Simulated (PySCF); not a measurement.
# C4H4BFS: the cost of one run

The runs use PySCF 2.14.0, with density-fitted response routines of our own; the level of theory stands in each step. All values are computed, except where a source is named. Atoms are numbered from 0 throughout.

### 1 The molecule as given

11 atoms, charge 0, multiplicity 1; geometry from: GFN2-xTB. The atoms were then displaced at random by about 0.01 Å, so the start is not that level's minimum.

Bonds of the start (Å): F0–B1 1.32, B1–C2 1.54, C2–C3 1.35, C3–C4 1.44, C4–C5 1.35, C5–S6 1.72, S6–C2 1.72, B1–H7 1.18, C3–H8 1.08, C4–H9 1.09, C5–H10 1.08.

### 2 Optimising the geometry at PBE0-D3(BJ)/def2-SVP

What the job is given:

```
{"job": {"xc": "PBE0", "basis": "def2-SVP", "d3": "d3bj", "grid": 1, "shake": 0.01, "kind": "geom"}, "charge": 0, "multiplicity": 1}
F      2.853420     0.736220     0.578470
B      2.194160    -0.158380    -0.142380
C      0.650230    -0.159580    -0.141830
C     -0.155810     0.688120     0.533940
C     -1.550130     0.398470     0.317120
C     -1.734640    -0.653230    -0.508700
S     -0.240770    -1.326960    -1.043180
H      2.876780    -0.909220    -0.745880
H      0.167030     1.490510     1.181470
H     -2.356430     0.958090     0.782070
H     -2.665730    -1.089860    -0.826760
```

Launch:

```sh
$ OMP_NUM_THREADS=1 python probes_run.py task.json out
```

This one command runs all jobs of the session in turn.

**Question.** How long does this first job take on 1 thread of Intel Xeon 6975P-C, shared host, and how much memory does it need?

About 26 s, with a peak of 0.52 GiB.
